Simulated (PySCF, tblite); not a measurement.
# C₆H₁₂ClFO: geometry, infrared bands and NMR shifts

Wanted: the infrared bands and NMR shifts of C₆H₁₂ClFO (`C[C@@H](F)CC[C@H](Cl)CO`), by calculation.

Programs: tblite 0.8.0 and PySCF 2.14.0, with density-fitted response routines of our own. Each step states its level of theory. These are calculated values for one molecule in the gas phase, unless marked as measured. Atoms count from 0, in the outputs and in this text.

**1. Starting geometry**

21 atoms, charge 0, multiplicity 1; geometry from: force field or distance geometry start.

Bonds of the start (Å): C0–C1 1.50, C1–F2 1.38, C1–C3 1.53, C3–C4 1.54, C4–C5 1.53, C5–Cl6 1.80, C5–C7 1.54, C7–O8 1.42, C0–H9 1.11, C0–H10 1.10, C0–H11 1.10, C1–H12 1.10, C3–H13 1.09, C3–H14 1.10, C4–H15 1.09, C4–H16 1.09, C5–H17 1.09, C7–H18 1.09, C7–H19 1.10, O8–H20 0.98.

**2. Optimising the geometry with GFN2-xTB**

The job: settings as JSON, then the geometry in Å.

```
{"job": {"kind": "relax", "xc": "GFN2-xTB", "basis": "xTB"}, "charge": 0, "multiplicity": 1}
C     -3.107100     0.725400    -0.186400
C     -1.690600     0.386800     0.178600
F     -1.706500    -0.394500     1.312600
C     -0.980600    -0.391400    -0.925000
C      0.406300    -0.922700    -0.507000
C      1.400700     0.131000    -0.021400
Cl     1.678100     1.395100    -1.275500
C      2.758200    -0.504900     0.343100
O      3.647500     0.444300     0.909900
H     -3.604600     1.262000     0.641900
H     -3.155700     1.354100    -1.082600
H     -3.705600    -0.182000    -0.363900
H     -1.149000     1.302000     0.443400
H     -0.905300     0.215700    -1.823100
H     -1.592900    -1.263300    -1.180100
H      0.830000    -1.453300    -1.362500
H      0.276900    -1.671300     0.276300
H      1.018900     0.653400     0.859200
H      3.236200    -0.950800    -0.531500
H      2.615800    -1.300500     1.087000
H      3.720400     1.182000     0.268900
```

Run with:

```console
$ OMP_NUM_THREADS=1 python probes_run.py task.json out
```

This one command runs all jobs of the session in turn.

**Question.** This job is followed by: GFN2-xTB harmonic vibrations, gas phase; GIAO PBE0/pcSseg-1 NMR shielding, non-relativistic, gas phase. What will the session give for the following? strongest single infrared mode (GFN2-xTB); zero-point energy (GFN2-xTB); ¹³C shifts against TMS (PBE0/pcSseg-1); ¹H shifts against TMS (PBE0/pcSseg-1, means over atoms taken as alike); ¹⁹F shifts against CFCl3 (PBE0/pcSseg-1); ³⁵Cl shifts against HCl (PBE0/pcSseg-1); ¹⁷O shifts against H2O (PBE0/pcSseg-1); surface potential, 1st and 99th percentile.

The runs gave:

| quantity | value |
| --- | --- |
| strongest single infrared mode (GFN2-xTB) | 421 cm⁻¹, 87 km/mol |
| zero-point energy (GFN2-xTB) | 108.5 kcal/mol |
| ¹³C shifts against TMS (PBE0/pcSseg-1) | 88.9, 73.5, 73.0, 36.5, 31.6, 24.1 ppm |
| ¹H shifts against TMS (PBE0/pcSseg-1, means over atoms taken as alike) | 4.79, 4.16, 3.96, 3.78, 2.02, 2.02, 1.80, 1.62, 1.41, 1.38 ppm |
| ¹⁹F shifts against CFCl3 (PBE0/pcSseg-1) | -214.0 ppm |
| ³⁵Cl shifts against HCl (PBE0/pcSseg-1) | 106 ppm |
| ¹⁷O shifts against H2O (PBE0/pcSseg-1) | 36.9 ppm |
| surface potential, 1st and 99th percentile | -1.51 V and 1.27 V |

What this shows: Relaxing lowered the energy by 0.078 eV in 106 steps; the close pair that moved most is C7–O8, from 1.419 to 1.398 Å. All 57 modes are real, so the xTB geometry is a minimum. The strongest single mode, at 421 cm⁻¹, is spread over many atoms; the largest shares are those of H20, F2. Unscaled tight-binding wavenumbers are off by several per cent, some by more. Its intensities can rank the bands wrongly. H12 (hydrogen on an sp3 CH bonded to F) lies farthest downfield among hydrogen, at 4.79 ppm; its carbon carries F, an electronegative neighbour. At PBE0/pcSseg-1: The widest tensor belongs to Cl6: span 425 ppm, with a paramagnetic part of -305 ppm.
